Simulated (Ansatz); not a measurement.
# ClH5OSi2: molecular dynamics

The plan is to follow the molecule's vibrations and see whether its bonds hold. The start is relaxed first. Runs: 500 steps of 0.5 fs under a Nosé-Hoover thermostat at 500 K. SMILES of the start: O[Si@@H]([SiH3])Cl.

All numbers below are computed with Ansatz 0.2.0 (RKS PBE-D4/6-31G).

1 further run of the same task is left out (it didn't finish).

## (1) The structure to begin with

Bond lengths: Si1–O2 1.680 Å, O2–H3 1.010 Å, Si1–H4 1.460 Å, Si1–Cl5 2.128 Å, Si1–Si6 2.218 Å, Si6–H7 1.460 Å, Si6–H8 1.460 Å, Si6–H9 1.460 Å. Angles: Si1–O2–H3 109.5°, O2–Si1–H4 109.5°, O2–Si1–Cl5 109.5°, O2–Si1–Si6 109.5°, H4–Si1–Cl5 109.5°, H4–Si1–Si6 109.5°, Cl5–Si1–Si6 109.5°, Si1–Si6–H7 109.5°, Si1–Si6–H8 109.5°, Si1–Si6–H9 109.5°, H7–Si6–H8 109.4°, H7–Si6–H9 109.4°, H8–Si6–H9 109.4°.

As a file:

```xyz
9

Si    0.0000    0.0000    0.0000
O     0.0000    0.0000    1.6800
H    -0.9095   -0.2814    2.0171
H     1.3768    0.0000   -0.4862
Cl   -1.0032    1.7381   -0.7093
Si   -1.0456   -1.8115   -0.7393
H    -1.7029   -2.4846    0.3772
H    -2.0454   -1.4265   -1.7311
H    -0.0777   -2.7173   -1.3511
```

## (2) Relaxing the start

File input.yaml:

```yaml
crystal:
  periodic: [false, false, false]
  atoms:
    - { symbol: Si, position_ang: [0.0, 0.0, 0.0] }
    - { symbol: O, position_ang: [0.0, 0.0, 1.68] }
    - { symbol: H, position_ang: [-0.9095, -0.2814, 2.0171] }
    - { symbol: H, position_ang: [1.3768, 0.0, -0.4862] }
    - { symbol: Cl, position_ang: [-1.0032, 1.7381, -0.7093] }
    - { symbol: Si, position_ang: [-1.0456, -1.8115, -0.7393] }
    - { symbol: H, position_ang: [-1.7029, -2.4846, 0.3772] }
    - { symbol: H, position_ang: [-2.0454, -1.4265, -1.7311] }
    - { symbol: H, position_ang: [-0.0777, -2.7173, -1.3511] }
basis:
  gaussian: { orbitals: "6-31G" }
hamiltonian:
  xc: pbe
  dispersion: d4
relax:
  f_tol: 0.02
  max_steps: 40
```

Command:

```bash
ansatz run input.yaml --threads 1 --pin off --max-ram 2048MiB --backend cpu --events-out ev --progress --plain --runs-dir out
```

After this run come: Dynamics.

What does the calculation give? Wanted: relaxation of the start; temperature, first and last step; temperature, second half; potential energy, second half; largest change of the conserved energy; bonds formed or broken.

As calculated:

| quantity | value |
| --- | --- |
| relaxation of the start | 11 moves, 0.551 eV lower |
| length | 500 steps of 0.5 fs |
| temperature, first and last step | 500 and 976 K |
| temperature, second half | mean 500 K, from 206 to 1052 K |
| potential energy, second half | +48 meV/atom from the start |
| largest change of the conserved energy | 0.67 meV/atom |
| bonds formed or broken | 0 |

In words: Against a set 500 K the second half averages 500 K with a spread of 181 K. A thermostat time of 1 fs is as short as the fastest vibrations or shorter, so the thermostat can drive swings of its own. The conserved energy strays from its start by at most 0.67 meV/atom, 1.3 % of the mean kinetic energy, so a step of 0.5 fs is short enough over this time. The bonding pattern survives the run. Averages from a run of 250 fs with 9 atoms are rough. The nuclei move classically, without zero-point motion, which matters most for hydrogen. In so small a basis the energies are only a sketch.
